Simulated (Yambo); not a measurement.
An input for Yambo 5.3.0 (HfN):

The input optics6.in:

```
optics
chi
DipApproach= "Covariant"
Chimod= "IP"
% BndsRnXd
 1 | 34 |
%
% LongDrXd
 1 | 1 | 0 |
%
% QpntsRXd
 1 | 1 |
%
% EnRngeXd
 0 | 10 | eV
%
% DmRngeXd
 0.3 | 0.3 | eV
%
ETStpsXd= 300
```

scf.in

```
&CONTROL
  calculation = 'scf'
  prefix = 'pwscf'
  outdir = './tmp'
  pseudo_dir = './pseudo'
/
&SYSTEM
  ibrav = 0
  nat = 2
  ntyp = 2
  ecutwfc = 84
  nbnd = 15
  occupations = 'smearing'
  smearing = 'fd'
  degauss = 0.00367493
  force_symmorphic = .true.
/
&ELECTRONS
  conv_thr = 4d-10
  electron_maxstep = 120
  mixing_beta = 0.5
/
ATOMIC_SPECIES
Hf   178.4900 Hf.upf
N     14.0070 N.upf
CELL_PARAMETERS bohr
   0.0000000000    4.2632221372    4.2632221372
   4.2632221372    0.0000000000    4.2632221372
   4.2632221372    4.2632221372    0.0000000000
ATOMIC_POSITIONS bohr
Hf     0.0000000000    0.0000000000    0.0000000000
N      4.2632221372    4.2632221372    4.2632221372
K_POINTS automatic
20 20 20 0 0 0
```

Contents of nscf.in:

```
&CONTROL
  calculation = 'nscf'
  prefix = 'pwscf'
  outdir = './tmp'
  pseudo_dir = './pseudo'
/
&SYSTEM
  ibrav = 0
  nat = 2
  ntyp = 2
  ecutwfc = 84
  nbnd = 39
  occupations = 'smearing'
  smearing = 'fd'
  degauss = 0.00367493
  force_symmorphic = .true.
/
&ELECTRONS
  conv_thr = 1d-08
  diago_full_acc = .true.
  diago_thr_init = 1d-06
/
ATOMIC_SPECIES
Hf   178.4900 Hf.upf
N     14.0070 N.upf
CELL_PARAMETERS bohr
   0.0000000000    4.2632221372    4.2632221372
   4.2632221372    0.0000000000    4.2632221372
   4.2632221372    4.2632221372    0.0000000000
ATOMIC_POSITIONS bohr
Hf     0.0000000000    0.0000000000    0.0000000000
N      4.2632221372    4.2632221372    4.2632221372
K_POINTS automatic
20 20 20 0 0 0
```

Potentials or basis: PseudoDojo 0.4.1 SR PBEsol standard.

Command:

```bash
$ OMP_NUM_THREADS=1 pw.x -in scf.in > scf.out
$ OMP_NUM_THREADS=1 pw.x -in nscf.in > nscf.out
$ cd tmp/pwscf.save; p2y; mv SAVE ../..; cd ../..
$ OMP_NUM_THREADS=1 yambo
$ OMP_NUM_THREADS=1 yambo -F optics6.in -J optics6 -C optics6_out
```

Does this run start?

The run stopped without a result. It printed:

Yambo's report:

```text
[... sections 02.01 to 02.04 as in the set-up run ...]

  [02.05] Energies & Occupations
  ==============================

  [X] === General ===
  [X] Electronic Temperature                        :  0.258606E-1   300.100    [eV K]
  [X] Bosonic    Temperature                        :  0.258606E-1   300.100    [eV K]
  [X] Finite Temperature mode                       : yes
  [X] El. density                                   :  0.74029E+24 [cm-3]
[... 81 lines left out ...]

  [04.01] Setup: observables and procedures
  =========================================

   Smallest q vectors (crystal coordinates) :
        0.050000      0.050000      0.050000
   Smallest g0 vector in each direction: positive:   8   7   6
                                         negative:   3   4   5
   Lenght of G vectors in each direction:     1.27635810    1.27635810    1.27635810

  [ERROR] STOP signal received while in[04.01] Setup: observables and procedures

  [ERROR] Covariant dipoles not implemented for metals
```

Among its messages:

```text
[X] Metallic system
```
